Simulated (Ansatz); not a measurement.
# C3H3NiO3P: a ladder of functionals and wavefunction methods

An exercise on one series of results from a longer session: the logs are not shown, and one member is left open.

Program: Ansatz 0.2.0, Gaussian basis. Level of theory: functionals in def2-TZVPP, the program's frozen cores in correlated methods. These are calculated values, not measurements.

Levels to be run: LDA (SPW92), PBE-D4, revPBE-D4, BLYP-D4, r2SCAN-D4, B97M-V, PBE0-D4, B3LYP-D4, r2SCANh-D4, r2SCAN0-D4, HSE06-D4, BHLYP-D4, CAM-B3LYP-D4, LC-ωPBE, ωB97X-V, ωB97M-V, B2PLYP, PBE-QIDH; CCSD(T)/def2-SVP; CCSD(T)/def2-TZVPP; MP2/def2-QZVPP; extrapolation to the limit; RPA on PBE.

## The relaxed structure

The geometry comes from an earlier relaxation with PBE0-D4 in a triple-zeta def2 set; it is a stationary point, not always the lowest conformer.

11 atoms, charge 0, spin multiplicity 1.

Atoms are counted from 1 here; the program's logs count them from 0.

Bond lengths: O1–C2 1.136 Å, C2–Ni3 1.801 Å, Ni3–P4 2.210 Å, Ni3–C5 1.801 Å, Ni3–C7 1.801 Å, P4–H9 1.413 Å, P4–H10 1.413 Å, P4–H11 1.413 Å, C5–O6 1.136 Å, C7–O8 1.136 Å. Angles: O1–C2–Ni3 179.7°, C2–Ni3–P4 106.5°, C2–Ni3–C5 112.2°, C2–Ni3–C7 112.2°, P4–Ni3–C5 106.6°, P4–Ni3–C7 106.6°, C5–Ni3–C7 112.2°, Ni3–P4–H9 120.7°, Ni3–P4–H10 120.7°, Ni3–P4–H11 120.7°, H9–P4–H10 96.3°, H9–P4–H11 96.3°, H10–P4–H11 96.3°, Ni3–C5–O6 179.6°, Ni3–C7–O8 179.7°.

Coordinates:

```xyz
11

O     1.4568   -0.2169    2.8133
C     0.7689   -0.0715    1.9210
Ni   -0.3288    0.1628    0.5122
P     0.8243   -0.4077   -1.2844
C    -0.8002    1.8877    0.2948
O    -1.1015    2.9752    0.1637
C    -1.7590   -0.9304    0.5733
O    -2.6631   -1.6170    0.6177
H     0.2705   -0.2557   -2.5757
H     1.2700   -1.7369   -1.4628
H     2.0620    0.2104   -1.5732
```

Set-up of the first run:

in.yaml

```yaml
crystal:
  periodic: [false, false, false]
  atoms:
    - {symbol: O, position_ang: [1.456829, -0.216948, 2.813349]}
    - {symbol: C, position_ang: [0.768852, -0.071472, 1.921021]}
    - {symbol: Ni, position_ang: [-0.328757, 0.162817, 0.512168]}
    - {symbol: P, position_ang: [0.824310, -0.407678, -1.284378]}
    - {symbol: C, position_ang: [-0.800154, 1.887663, 0.294847]}
    - {symbol: O, position_ang: [-1.101513, 2.975178, 0.163654]}
    - {symbol: C, position_ang: [-1.759009, -0.930401, 0.573340]}
    - {symbol: O, position_ang: [-2.663085, -1.616982, 0.617749]}
    - {symbol: H, position_ang: [0.270527, -0.255663, -2.575701]}
    - {symbol: H, position_ang: [1.269999, -1.736905, -1.462804]}
    - {symbol: H, position_ang: [2.061992, 0.210392, -1.573246]}
basis:
  gaussian: {orbitals: def2-TZVPP}
hamiltonian: {xc: lda}
output: {orbitals: {seedname: orbitals}}
```

Run with:

```console
> ansatz run in.yaml --threads 2 --pin off --events-out ev --progress --plain --max-ram 20480MiB --backend cuda --devices 0, --max-vram 18GiB
```

Steps of the session up to this table: LDA; PBE-D4 (GGA); revPBE-D4 (GGA); BLYP-D4 (GGA); r2SCAN-D4 (meta-GGA); B97M-V (meta-GGA); B3LYP-D4 (hybrid); r2SCANh-D4 (hybrid); r2SCAN0-D4 (hybrid); HSE06-D4 (hybrid); BHLYP-D4 (hybrid); CAM-B3LYP-D4 (range-separated); LC-ωPBE (range-separated); ωB97X-V (range-separated); ωB97M-V (range-separated); B2PLYP (double hybrid); PBE-QIDH (double hybrid).

One of the session's tables, all rows but one given; the rest of the session is left out.

It belongs to the step «Orbital energies across the functionals». 

```
  functional  HOMO (eV)  gap (eV)
 LDA (SPW92)      -6.09      3.86
      PBE-D4      -5.84      3.87
   revPBE-D4      -5.75      3.88
     BLYP-D4      -5.69      3.81
   r2SCAN-D4      -5.98      4.19
      B97M-V      -5.86      4.09
     PBE0-D4      -6.94      5.96
    B3LYP-D4      -6.72      5.48
  r2SCANh-D4      -6.41      4.99
  r2SCAN0-D4      -7.07      6.20
    HSE06-D4      -6.55      5.19
    BHLYP-D4      -7.93      7.99
CAM-B3LYP-D4      -8.17      8.30
     LC-ωPBE      -9.40     10.79
     ωB97X-V      -9.10     10.36
     ωB97M-V          ?         ?
```

**Question.** Estimate the row for ωB97M-V.

The run gave: HOMO (eV): -9.08; gap (eV): 10.17. In the column «HOMO (eV)» it lies between ωB97X-V (-9.10) and CAM-B3LYP-D4 (-8.17).
